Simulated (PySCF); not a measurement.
# TiHOH: relaxation and vibrations of the triplet

Aim: relax TiHOH as a triplet from a linear start, check by its vibrations whether the end is a minimum, and collect its spectrum and constants.

Computed with PySCF 2.14.0. Level: PBE0, basis Ti def2-TZVP, H def2-TZVP, O def2-TZVP, no relativity, density fitting.

## (1) The system as given

4 atoms, charge 0, spin multiplicity 3.

Bond lengths: Ti1–H2 1.680 Å, Ti1–O3 1.990 Å, O3–H4 0.960 Å. Angles: H2–Ti1–O3 180.0°, Ti1–O3–H4 130.0°.

```xyz
4
charge 0 multiplicity 3
Ti    0.0000    0.0000    0.0000
H     0.0000    0.0000    1.6800
O     0.0000    0.0000   -1.9900
H     0.7354    0.0000   -2.6071
```

## (2) Finding the electronic state

One driver script runs all steps and calls PySCF; scf.py shows how it sets up the SCF of each step. The optimiser is the driver's own. After this first run the driver tries any further starts and a stability analysis.

Contents of scf.py:

```python
from pyscf import gto, scf, dft
mol = gto.M(atom='''
Ti     0.000000     0.000000     0.000000
H      0.000000     0.000000     1.680000
O      0.000000     0.000000    -1.990000
H      0.735400     0.000000    -2.607100''',
    basis={'Ti': 'def2-TZVP', 'H': 'def2-TZVP', 'O': 'def2-TZVP'},
    charge=0, spin=2)
mf = dft.UKS(mol, xc='PBE0')
mf.grids.atom_grid = (50, 194)
aux = {'Ti': 'def2-universal-JKFIT', 'H': 'def2-universal-JKFIT', 'O': 'def2-universal-JKFIT'}
mf = mf.density_fit(auxbasis=aux)
mf.conv_tol = 1e-08
mf.diis_space = 10
mf.max_cycle = 60
mf.init_guess = 'minao'
mf.verbose = 4
mf.kernel()
```

Started as:

```
$ OMP_NUM_THREADS=4 python axn.py task.json out
```

Log:

```text
init E= -925.239137675002
[... the frontier-level lines of each cycle are left out ...]
cycle= 1 E= -925.357265341988  delta_E= -0.118  |g|= 0.677  |ddm|= 1.31
cycle= 2 E= -918.25811507372  delta_E=  7.1  |g|= 3.26  |ddm|= 1.74
cycle= 3 E= -925.498815727876  delta_E= -7.24  |g|= 0.349  |ddm|= 1.66
cycle= 4 E= -925.544155218642  delta_E= -0.0453  |g|= 0.169  |ddm|= 0.437
cycle= 5 E= -925.556586664776  delta_E= -0.0124  |g|= 0.0685  |ddm|= 0.179
cycle= 6 E= -925.561229975046  delta_E= -0.00464  |g|= 0.0324  |ddm|= 0.0878
cycle= 7 E= -925.565124639998  delta_E= -0.00389  |g|= 0.0297  |ddm|= 0.107
cycle= 8 E= -925.569217811869  delta_E= -0.00409  |g|= 0.03  |ddm|= 0.125
cycle= 9 E= -925.574544782377  delta_E= -0.00533  |g|= 0.0232  |ddm|= 0.201
cycle= 10 E= -925.576129535853  delta_E= -0.00158  |g|= 0.0218  |ddm|= 0.0927
cycle= 11 E= -925.577962497093  delta_E= -0.00183  |g|= 0.00634  |ddm|= 0.172
cycle= 12 E= -925.578199945765  delta_E= -0.000237  |g|= 0.0038  |ddm|= 0.0406
cycle= 13 E= -925.578312151772  delta_E= -0.000112  |g|= 0.00403  |ddm|= 0.0164
cycle= 14 E= -925.57798045174  delta_E= 0.000332  |g|= 0.0039  |ddm|= 0.0552
cycle= 15 E= -925.577550769117  delta_E= 0.00043  |g|= 0.00612  |ddm|= 0.128
cycle= 16 E= -925.577553783981  delta_E= -3.01e-06  |g|= 0.00651  |ddm|= 0.00391
cycle= 17 E= -925.577567699985  delta_E= -1.39e-05  |g|= 0.00455  |ddm|= 0.00604
cycle= 18 E= -925.577558303044  delta_E= 9.4e-06  |g|= 0.00414  |ddm|= 0.0215
cycle= 19 E= -925.577571097057  delta_E= -1.28e-05  |g|= 0.000568  |ddm|= 0.0194
cycle= 20 E= -925.577572094502  delta_E= -9.97e-07  |g|= 0.000331  |ddm|= 0.00433
cycle= 21 E= -925.577572354819  delta_E= -2.6e-07  |g|= 9.96e-05  |ddm|= 0.00229
cycle= 22 E= -925.577572388311  delta_E= -3.35e-08  |g|= 4.4e-05  |ddm|= 0.00181
cycle= 23 E= -925.57757238899  delta_E= -6.79e-10  |g|= 1.09e-05  |ddm|= 7.13e-05
Extra cycle  E= -925.577572389121  delta_E= -1.31e-10  |g|= 1.17e-05  |ddm|= 2.77e-05
converged SCF energy = -925.577572389121  <S^2> = 2.0058384  2S+1 = 3.0038897
```

This step, with its further starts and checks, needed 10 s of wall time on 4 threads of Arm Neoverse V1, shared host.

The starts that the driver tried:

| start | energy (Eh) |
| --- | --- |
| the minimal-basis guess | -925.577572 |
| a thermally smeared density | -925.575213 |
| a smeared PBE density | -925.591218 |

This is not the lowest solution: one lies 35.8 kJ/mol lower, at -925.59122 Eh, and the relaxation starts from that.

## (3) Linear start, triplet: relaxation

The program finds Cs symmetry in the start, which this walk keeps. Threshold on the gradient: 0.0003 Eh/bohr, with a further test on the energy change.

Edit scf.py of step 2 so:

```diff
@@ -3,4 +3,4 @@
-Ti     0.000000     0.000000     0.000000
-H      0.000000     0.000000     1.680000
-O      0.000000     0.000000    -1.990000
-H      0.735400     0.000000    -2.607100''',
+Ti    -0.011237     0.000000     0.496740
+H     -0.011237     0.000000     2.176740
+O     -0.011237     0.000000    -1.493260
+H      0.724163     0.000000    -2.110360''',
@@ -16 +15,0 @@
-mf.init_guess = 'minao'
```

Energy and gradient, step by step:

| step | energy (Eh) | change (kJ/mol) | largest symmetric gradient (Eh/bohr) |
| --- | --- | --- | --- |
| 0 | -925.591218 | 0.00 | 0.06730 |
| 1 | -925.598873 | -20.10 | 0.04032 |
| 2 | -925.605300 | -36.97 | 0.02536 |
| 3 | -925.607776 | -43.47 | 0.01354 |
| 4 | -925.609688 | -48.49 | 0.01395 |
| 5 | -925.610341 | -50.21 | 0.01077 |
| 6 | -925.611686 | -53.74 | 0.00624 |
| 7 | -925.612114 | -54.86 | 0.00703 |
| 8 | -925.612414 | -55.65 | 0.00462 |
| 9 | -925.612626 | -56.21 | 0.00429 |
| 10 | -925.612988 | -57.16 | 0.00930 |
| 11 | -925.613233 | -57.80 | 0.00990 |
| 12 | -925.613500 | -58.50 | 0.00296 |
| 13 | -925.613536 | -58.60 | 0.00145 |
| 14 | -925.613557 | -58.65 | 0.00070 |
| 15 | -925.613558 | -58.65 | 0.00081 |
| 16 | -925.613559 | -58.66 | 0.00025 |

The walk took 23 s.

It settles in Cs symmetry, 58.7 kJ/mol below the start, after 16 steps: O–H 0.956 Å, Ti–H 1.771 Å, Ti–O 1.804 Å; H–O–Ti 149.0°, H–Ti–O 133.1°.

## (4) Is it a minimum? Harmonic modes

On the finer grid the gradient is checked again; gradients at displacements of ±0.02 bohr then give force constants and infrared intensities.

Edit scf.py of step 3 so:

```diff
@@ -3,4 +3,4 @@
-Ti    -0.011237     0.000000     0.496740
-H     -0.011237     0.000000     2.176740
-O     -0.011237     0.000000    -1.493260
-H      0.724163     0.000000    -2.110360''',
+Ti    -0.175737     0.000000     0.423970
+H      0.635251     0.000000     1.998362
+O      0.421888     0.000000    -1.278451
+H      1.157436     0.000000    -1.888365''',
@@ -10 +10 @@
-mf.grids.atom_grid = (50, 194)
+mf.grids.atom_grid = (75, 302)
@@ -13 +13 @@
-mf.conv_tol = 1e-08
+mf.conv_tol = 1e-10
```

The driver hands on the density of the step before, so the log starts near convergence.

Log of the central SCF (cycles and frontier levels):

```text
init E= -925.613566966783
[... the frontier-level lines of each cycle are left out ...]
cycle= 1 E= -925.6135669668  delta_E= -1.74e-11  |g|= 5.89e-06  |ddm|= 1.15e-05
Extra cycle  E= -925.613566966782  delta_E= 1.76e-11  |g|= 1.15e-05  |ddm|= 1.39e-05
converged SCF energy = -925.613566966782  <S^2> = 2.0103166  2S+1 = 3.0068698
```

The whole step took 51 s.

Geometry: Cs; O–H 0.956 Å, Ti–H 1.771 Å, Ti–O 1.804 Å; H–O–Ti 149.0°, H–Ti–O 133.4°.

Modes, for the most abundant isotopes:

```tsv
symmetry	ω (cm⁻¹)	IR (km/mol)	μ (u)
a'	308	150	1.04
a''	413	242	1.18
a'	459	146	1.28
a'	741	187	7.81
a'	1588	365	1.03
a'	3951	156	1.07
```

All wavenumbers are real: a minimum.

Properties at this point:

- Dipole moment: 1.63 D
- Highest occupied level: -5.19 eV
- Lowest empty level: -1.64 eV
- Rotational constants: 9.178, 0.3615, 0.3478 cm⁻¹
- Zero-point energy: 44.6 kJ/mol
- Principal polarisabilities: 47.8, 50.2, 57.6 bohr³
- Atomisation energy without zero-point energy: 1180 kJ/mol
- Principal traceless quadrupole moments about the centre of mass: -10.09, 1.06, 9.04 D Å
- Entropy at 298.15 K and 1 bar (electronic part: spin only): 267.3 J/(mol K)
- Heat capacity Cp at 298.15 K: 55.2 J/(mol K)
- Enthalpy at 298.15 K above 0 K: 12.71 kJ/mol
- Rotational symmetry number: 1
- Spin squared ⟨S²⟩: 2.010

Charges (e) and bond orders:

| atom | Mulliken | Löwdin | polar tensor | spin (Mulliken) | Mayer order to Ti1 |
| --- | --- | --- | --- | --- | --- |
| Ti1 | 0.69 | 0.37 | 1.12 | 2.12 | – |
| H2 | -0.24 | -0.21 | -0.46 | -0.08 | 0.91 |
| O3 | -0.78 | -0.32 | -0.99 | -0.04 | 1.00 |
| H4 | 0.33 | 0.16 | 0.33 | 0.00 | 0.02 |

Mulliken populations on Ti1: s 6.71, p 12.25, d 2.33, f 0.02.

## (5) Summary of results

| quantity | value |
| --- | --- |
| minimum | triplet, Cs |
| geometry | O–H 0.956 Å, Ti–H 1.771 Å, Ti–O 1.804 Å; H–O–Ti 149.0°, H–Ti–O 133.4° |
| wavenumbers (cm⁻¹) | 308 (a'), 413 (a''), 459 (a'), 741 (a'), 1588 (a'), 3951 (a') |
| dipole moment | 1.63 D |
| highest occupied, lowest empty level (either spin) | -5.19, -1.64 eV |
| polar-tensor charge of Ti1 | +1.12 e |
| zero-point energy | 44.6 kJ/mol |
| entropy at 298.15 K | 267.3 J/(mol K) |
| atomisation energy (no zero-point energy) | 1180 kJ/mol |
| ⟨S²⟩ | 2.010 |

In words: The linear start keeps its Cs symmetry and ends in a minimum. In the infrared the band at 1588 cm⁻¹ (a') leads. Most of the spin sits on Ti1 (Mulliken spin 2.12, against 2 for the whole molecule). The first SCF alone would have been 36 kJ/mol too high. Only this shape and spin were tried, so other structures or states may lie lower. Open d and f shells are described by one determinant, and the ground state may have another occupation or spin.

The search up to here took 84 s.
